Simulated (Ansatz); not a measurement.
**BAsH4: single points off equilibrium**

One table from this session's results is given with a row withheld; the runs are named, their logs left out.

Program: Ansatz 0.2.0, Gaussian basis. Level of theory: single points in def2-TZVPP. These are calculated values, not measurements.

Cores are frozen in the correlated methods. Filled d shells of the heavier atoms are correlated. B3LYP uses VWN-RPA correlation.

### Where the work starts

SMILES `B[AsH2]`, 6 atoms, charge 0, spin multiplicity 1.

Atoms are counted from 1 here; the program's logs count them from 0.

Bond lengths: B1–As2 1.855 Å, B1–H3 1.233 Å, B1–H4 1.436 Å, As2–H5 1.636 Å, As2–H6 1.648 Å. Angles: As2–B1–H3 141.2°, As2–B1–H4 115.3°, H3–B1–H4 102.2°, B1–As2–H5 98.0°, B1–As2–H6 93.7°, H5–As2–H6 90.5°.

Geometry (Å):

```xyz
6
charge 0, multiplicity 1
B    -0.2090   -0.7783    0.2854
As    0.4262    0.9533    0.4787
H    -1.0549   -1.5476    0.7457
H     0.6501   -1.6706   -0.4408
H     0.6773    1.2832   -1.1044
H    -1.0753    1.6270    0.3948
```

Set-up of the first run:

Input file run/in.yaml:

```yaml
crystal:
  periodic: [false, false, false]
  atoms:
    - {symbol: B, position_ang: [-0.209000, -0.778300, 0.285400]}
    - {symbol: As, position_ang: [0.426200, 0.953300, 0.478700]}
    - {symbol: H, position_ang: [-1.054900, -1.547600, 0.745700]}
    - {symbol: H, position_ang: [0.650100, -1.670600, -0.440800]}
    - {symbol: H, position_ang: [0.677300, 1.283200, -1.104400]}
    - {symbol: H, position_ang: [-1.075300, 1.627000, 0.394800]}
basis:
  gaussian: {orbitals: def2-TZVPP}
correlation: {method: ccsd_t}
output: {forces: true}
```

The command line of these runs was not kept.

Among the steps run: CCSD(T)/def2-TZVPP; PBE0-D4/def2-TZVPP; wB97M-V/def2-TZVPP; r2SCAN-D4/def2-TZVPP; PBE-D4/def2-TZVPP; B3LYP-D4/def2-TZVPP; B97M-V/def2-TZVPP.

One of the session's tables, all rows but one given; the rest of the session is left out.

| method | RMS force component (eV/Å) | angle to CCSD(T) forces (°) | dipole (D) |
| --- | --- | --- | --- |
| CCSD(T) | 2.069 | reference | 0.63 |
| PBE0-D4 | 1.962 | 1.3 | 0.62 |
| wB97M-V | 2.051 | 1.7 | 0.60 |
| r2SCAN-D4 | ? | ? | ? |
| PBE-D4 | 1.820 | 1.8 | 0.72 |
| B3LYP-D4 | 1.958 | 1.3 | 0.62 |
| B97M-V | 1.925 | 1.6 | 0.69 |

Q: Estimate the row for r2SCAN-D4 from the others.

**Answer.** RMS force component (eV/Å): 1.948; angle to CCSD(T) forces (°): 1.9; dipole (D): 0.66. In the column «RMS force component (eV/Å)» it lies between B97M-V (1.925) and B3LYP-D4 (1.958).
